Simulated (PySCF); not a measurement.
**A gas-phase reaction: AlH3O2 → AlH2O2 + H**

What reaction energy should one expect for `[OH][AlH][OH]` → `[OH][Al][OH]` + `[H]`?

Computed with PySCF 2.14.0; each step states its level. No surroundings beyond the atoms listed, unless a continuum is named. Atoms count from 0, parts from 1.

## 1. The system as given

Each species was relaxed by itself at PBE0-D3(BJ)/def2-SVPD.

## 2. Energies of the species: wB97M-D3(BJ)/def2-TZVPD

The job: settings as JSON, then the geometry in Å.

```
{"job": {"kind": "react", "xc": "wB97M-D3(BJ)", "basis": "def2-TZVPD"}, "charge": 0, "multiplicity": 1}
-1 AlH3O2 charge 0 multiplicity 1
O     -0.576220     1.353150    -0.401050
Al     0.503090     0.189490     0.238110
O      0.208010    -1.496090     0.229800
H     -1.428760     1.216290    -0.811650
H      1.840580     0.701300     0.869540
H     -0.546710    -1.964160    -0.124760

+1 AlH2O2 charge 0 multiplicity 2
O     -0.975200     0.940680    -0.740090
Al    -0.862480    -0.437590     0.281550
O      0.599750    -1.127330     0.865900
H     -0.261230     1.472140    -1.095600
H      1.499160    -0.847910     0.688240

+1 H charge 0 multiplicity 2
H      0.000000     0.000000     0.000000
```

With the program's defaults for keys left out, this is: wB97M-D3(BJ)/def2-TZVPD reaction energy of separated species, gas phase.

The run is started by

```console
$ OMP_NUM_THREADS=1 python cluster_run.py task.json out
```

The driver reads the jobs from task.json and runs them one after another.

The log of the run:

```text
species 1 (AlH3O2)
coarse grid: 24128 points
cycle   1  E = -394.7529954554  dE =  5.483e-02  |g| = 9.972e-01  |ddm| = 1.935e+00
cycle   2  E = -394.6944186259  dE =  5.858e-02  |g| = 1.211e+00  |ddm| = 1.357e+00
cycle   3  E = -394.9400916399  dE = -2.457e-01  |g| = 3.828e-02  |ddm| = 7.073e-01
cycle   4  E = -394.9406573065  dE = -5.657e-04  |g| = 1.116e-02  |ddm| = 6.129e-02
cycle   5  E = -394.9407164039  dE = -5.910e-05  |g| = 2.048e-03  |ddm| = 2.004e-02
cycle   6  E = -394.9407197841  dE = -3.380e-06  |g| = 4.261e-04  |ddm| = 4.274e-03
final grid: 50424 points
cycle   7  E = -394.9407323688  dE = -1.595e-07  |g| = 2.277e-04  |ddm| = 1.293e-03
cycle   8  E = -394.9407323837  dE = -1.494e-08  |g| = 2.105e-04  |ddm| = 3.464e-04
cycle   9  E = -394.9407323917  dE = -7.931e-09  |g| = 4.293e-05  |ddm| = 1.193e-04
cycle  10  E = -394.9407323929  dE = -1.254e-09  |g| = 9.778e-06  |ddm| = 8.422e-05
cycle  11  E = -394.9407323929  dE = -3.774e-11  |g| = 2.730e-06  |ddm| = 1.247e-05
converged SCF energy = -394.9407323929

species 2 (AlH2O2)
coarse grid: 21656 points
cycle   1  E = -394.0962231674  dE =  1.526e-01  |g| = 7.102e-01  |ddm| = 1.316e+00
cycle   2  E = -394.0264160437  dE =  6.981e-02  |g| = 8.848e-01  |ddm| = 1.002e+00
cycle   3  E = -394.2926734426  dE = -2.663e-01  |g| = 3.135e-02  |ddm| = 5.091e-01
cycle   4  E = -394.2941794432  dE = -1.506e-03  |g| = 1.212e-02  |ddm| = 7.822e-02
cycle   5  E = -394.2945091816  dE = -3.297e-04  |g| = 4.051e-03  |ddm| = 3.803e-02
cycle   6  E = -394.2945596432  dE = -5.046e-05  |g| = 1.051e-03  |ddm| = 1.728e-02
cycle   7  E = -394.2945625628  dE = -2.920e-06  |g| = 3.017e-04  |ddm| = 4.887e-03
final grid: 45056 points
cycle   8  E = -394.2945648830  dE = -1.317e-07  |g| = 2.813e-04  |ddm| = 1.185e-03
cycle   9  E = -394.2945648915  dE = -8.490e-09  |g| = 3.261e-04  |ddm| = 3.748e-04
cycle  10  E = -394.2945649275  dE = -3.596e-08  |g| = 4.102e-05  |ddm| = 1.768e-04
cycle  11  E = -394.2945649314  dE = -3.880e-09  |g| = 1.480e-05  |ddm| = 1.402e-04
cycle  12  E = -394.2945649316  dE = -2.936e-10  |g| = 6.686e-06  |ddm| = 3.477e-05
converged SCF energy = -394.2945649316

species 3 (H)
coarse grid: 2472 points
cycle   1  E = -0.4948058915  dE = -1.172e-01  |g| = 6.717e-02  |ddm| = 3.838e-01
cycle   2  E = -0.4985593451  dE = -3.753e-03  |g| = 8.711e-03  |ddm| = 8.376e-02
cycle   3  E = -0.4986436527  dE = -8.431e-05  |g| = 1.645e-03  |ddm| = 2.086e-02
cycle   4  E = -0.4986479873  dE = -4.335e-06  |g| = 3.513e-05  |ddm| = 5.626e-03
final grid: 5376 points
cycle   5  E = -0.4986479858  dE = -5.744e-10  |g| = 1.354e-06  |ddm| = 2.494e-05
converged SCF energy = -0.4986479858

Reaction energy = 92.815 kcal/mol
```

Run time: 18 s. Hardware: 1 thread of Arm Neoverse V1, shared host; peak memory 0.53 GiB.

Species by species (with the dispersion term, which the log's SCF energies lack):

```tsv
ν	species	energy (Eh)	HOMO (eV)
-1	[OH][AlH][OH]	-394.94401	-11.67
+1	[OH][Al][OH]	-394.29746	-8.01
+1	[H]	-0.49865	-11.27
```

## 3. Energies of the species: PBE0-D3(BJ)/def2-TZVPD

Settings changed since step 2:

```diff
@@ -1,2 +1,2 @@
-{"job": {"kind": "react", "xc": "wB97M-D3(BJ)", "basis": "def2-TZVPD"}, "charge": 0, "multiplicity": 1}
+{"job": {"kind": "react", "xc": "PBE0", "basis": "def2-TZVPD", "disp": "d3bj"}, "charge": 0, "multiplicity": 1}
 -1 AlH3O2 charge 0 multiplicity 1
```

With the program's defaults for keys left out, this is: PBE0-D3(BJ)/def2-TZVPD reaction energy of separated species, gas phase.

The log of the run:

```text
species 1 (AlH3O2)
coarse grid: 5656 points
cycle   1  E = -394.3765037423  dE =  1.602e-01  |g| = 1.089e+00  |ddm| = 2.044e+00
cycle   2  E = -393.9132599866  dE =  4.632e-01  |g| = 1.886e+00  |ddm| = 1.745e+00
cycle   3  E = -394.5887808927  dE = -6.755e-01  |g| = 7.364e-02  |ddm| = 1.144e+00
cycle   4  E = -394.5899291781  dE = -1.148e-03  |g| = 1.686e-02  |ddm| = 6.537e-02
cycle   5  E = -394.5899865930  dE = -5.741e-05  |g| = 2.595e-03  |ddm| = 1.603e-02
cycle   6  E = -394.5899877991  dE = -1.206e-06  |g| = 1.002e-03  |ddm| = 2.536e-03
final grid: 50424 points
cycle   7  E = -394.5899382700  dE = -2.095e-05  |g| = 5.453e-03  |ddm| = 2.090e-02
cycle   8  E = -394.5899306984  dE =  7.572e-06  |g| = 8.530e-03  |ddm| = 7.787e-03
cycle   9  E = -394.5899429791  dE = -1.228e-05  |g| = 2.791e-04  |ddm| = 5.036e-03
cycle  10  E = -394.5899429900  dE = -1.090e-08  |g| = 1.334e-04  |ddm| = 2.469e-04
cycle  11  E = -394.5899429930  dE = -3.022e-09  |g| = 2.931e-05  |ddm| = 9.443e-05
cycle  12  E = -394.5899429932  dE = -1.572e-10  |g| = 6.243e-06  |ddm| = 2.535e-05
converged SCF energy = -394.5899429932

species 2 (AlH2O2)
coarse grid: 5040 points
cycle   1  E = -393.7191248268  dE =  2.638e-01  |g| = 7.862e-01  |ddm| = 1.375e+00
cycle   2  E = -393.1649443550  dE =  5.542e-01  |g| = 1.420e+00  |ddm| = 1.299e+00
cycle   3  E = -393.9507247255  dE = -7.858e-01  |g| = 5.665e-02  |ddm| = 8.611e-01
cycle   4  E = -393.9522153558  dE = -1.491e-03  |g| = 1.393e-02  |ddm| = 7.489e-02
cycle   5  E = -393.9523124332  dE = -9.708e-05  |g| = 2.542e-03  |ddm| = 1.827e-02
cycle   6  E = -393.9523171427  dE = -4.710e-06  |g| = 1.008e-03  |ddm| = 5.192e-03
final grid: 45056 points
cycle   7  E = -393.9522073656  dE = -2.425e-05  |g| = 4.161e-03  |ddm| = 1.781e-02
cycle   8  E = -393.9521977382  dE =  9.627e-06  |g| = 6.683e-03  |ddm| = 6.237e-03
cycle   9  E = -393.9522129912  dE = -1.525e-05  |g| = 2.486e-04  |ddm| = 3.939e-03
cycle  10  E = -393.9522130045  dE = -1.337e-08  |g| = 1.696e-04  |ddm| = 2.828e-04
cycle  11  E = -393.9522130143  dE = -9.804e-09  |g| = 3.350e-05  |ddm| = 1.127e-04
cycle  12  E = -393.9522130148  dE = -4.810e-10  |g| = 8.108e-06  |ddm| = 3.206e-05
converged SCF energy = -393.9522130148

species 3 (H)
coarse grid: 624 points
cycle   1  E = -0.4966013722  dE = -7.817e-02  |g| = 5.442e-02  |ddm| = 3.785e-01
cycle   2  E = -0.5010569048  dE = -4.456e-03  |g| = 3.019e-03  |ddm| = 1.413e-01
cycle   3  E = -0.5010729984  dE = -1.609e-05  |g| = 1.338e-04  |ddm| = 9.831e-03
cycle   4  E = -0.5010730072  dE = -8.766e-09  |g| = 3.309e-06  |ddm| = 1.990e-04
final grid: 5376 points
cycle   5  E = -0.5010619175  dE = -8.469e-08  |g| = 4.515e-05  |ddm| = 7.476e-04
cycle   6  E = -0.5010619187  dE = -1.214e-09  |g| = 6.344e-06  |ddm| = 8.104e-05
cycle   7  E = -0.5010619188  dE = -2.172e-11  |g| = 3.648e-08  |ddm| = 1.159e-05
converged SCF energy = -0.5010619188

Reaction energy = 85.892 kcal/mol
```

Run time: 7.5 s. Hardware: 1 thread of Arm Neoverse V1, shared host; peak memory 0.52 GiB.

Reaction energy at this level: 85.89 kcal/mol.

## 4. Side by side

Energies in kcal/mol, with wall time:

```tsv
run	reaction	time
wB97M-D3(BJ)/def2-TZVPD	92.81	18 s
PBE0-D3(BJ)/def2-TZVPD	85.89	7.5 s
```

## 5. Outcome

| quantity | value |
| --- | --- |
| reaction energy (wB97M-D3(BJ)/def2-TZVPD) | 92.81 kcal/mol |
| ΔH, ΔG at 298 K (xTB thermal terms) | +89.2, +81.2 kcal/mol |
| range of the reaction energy over the runs of this table | 85.89 to 92.81 kcal/mol |

What this shows: The reaction is endothermic by 89.2 kcal/mol in the gas phase; dispersion gives +0.24, and xTB itself gave 109.6 for the electronic energy (xTB energies and thermal terms come from the earlier relaxation of each species, not shown). No barrier was sought. xTB and this level differ widely in the electronic energy, so what comes from xTB (the thermal terms above all) is less safe here. The reaction energy runs from 85.89 (PBE0-D3(BJ)/def2-TZVPD) to 92.81 kcal/mol (wB97M-D3(BJ)/def2-TZVPD).
